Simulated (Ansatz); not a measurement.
**CaBr (P-6m2): frozen displacement of one atom, by script**

The task is a frozen displacement of one atom, for CaBr (P-6m2).

Computed with the Python package of Ansatz 0.2.0. Level of theory: DFT PBE, plane waves, PAW.

### Step 1. The structure

It takes space group P-6m2 (No. 187, hexagonal). The conventional cell has a = 3.917 Å, b = 3.917 Å, c = 4.341 Å, α = 90.00°, β = 90.00°, γ = 120.00°. Ca (site symmetry -6m2) has 6 Br at 3.13 Å in its first shell of neighbours. Br (site symmetry -6m2) is surrounded by 6 Ca at 3.13 Å.

Input file cabr.extxyz:

```xyz
2
Lattice="3.91702238 0.0 0.0 -1.95851119 3.39224089 0.0 0.0 0.0 4.341034" Properties=species:S:1:pos:R:3 pbc="T T T"
Ca    0.00000000    0.00000000    0.00000000
Br   -0.00000002    2.26149394    2.17051700
```

### Step 2. The script

Contents of push_cabr.py:

```python
'''Frozen displacement of one atom in CaBr.'''

import ansatz as az
import numpy as np

cabr = az.Crystal.from_extxyz('cabr.extxyz')

inverse = np.linalg.inv(np.array(cabr.lattice.vectors))
home = np.array(cabr.sites[0].position)
values = np.linspace(-0.1, 0.1, 5)
energies, pulls = [], []
for shift in values:
    moved = cabr.move(0, to=home + shift * inverse[1])
    calculation = (
        moved.calculation()
        .basis(18 * az.Ha)
        .kpoints(mesh=(10, 10, 8), center='gamma')
        .occupations('Marzari-Vanderbilt')
        .forces()
    )
    data = calculation.run(threads=1).report
    energies.append(data['free_energy_ev'])
    pulls.append(data['forces_ev_ang'][0][1])

# the force is minus the slope of the free energy
print('shift (A)   dE (eV)   force along y (eV/A)')
for shift, e, f in zip(values, energies, pulls):
    print(f'{shift:8.3f} {e - energies[2]:10.5f} {f:12.4f}')
print(f'stiffness from energies {2 * np.polyfit(values, energies, 2)[0]:.3f}, from forces {-np.polyfit(values, pulls, 1)[0]:.3f} eV/A^2')
```

### Step 3. The calls as engine input

The engine receives this input (first run):

```yaml
crystal:
  lattice:
    - [3.91702238, 0.0, 0.0]
    - [-1.95851119, 3.39224089, 0.0]
    - [0.0, 0.0, 4.341034]
  atoms:
    - { symbol: Ca, position: [-0.014739519279835104, -0.029479038559670212, 0.0] }
    - { symbol: Br, position: [0.3333333301926833, 0.6666666705972051, 0.5] }
basis:
  ecutwfc: 489.804952427784
kpoints:
  mp_grid:
    grid: [10, 10, 8]
    shift: [0.0, 0.0, 0.0]
scf:
  occupations:
    method: cold
output:
  forces: true
```

### Step 4. Launch

On the command line:

```bash
python push_cabr.py
```

**Question.** How stiff is this displacement, and do energies and forces agree?

**Answer**, as computed:

| quantity | value |
| --- | --- |
| runs compared | 5 |
| range of energy | 2.49 meV/atom |
| lowest point, shift of atom 1 from run 1 (Å) | 0.100 |

The curvature of the energy gives 0.937 eV/Å² and the slope of the force 0.939 eV/Å², a positive curvature. The cell holds an odd number of electrons and is run without spin, so a magnetic state may lie lower. In a metal a curvature from energy changes of a few meV or less hangs on mesh and smearing, in size and even in sign. No functional is typed, so the default, PBE, holds. The structure comes from a database of computed cells and needn't be a stable or known phase. All periodic images of the atom move with it, so the curvature is one diagonal element of the zone-centre force constants and no normal mode; a positive value doesn't exclude soft modes in which several atoms move.
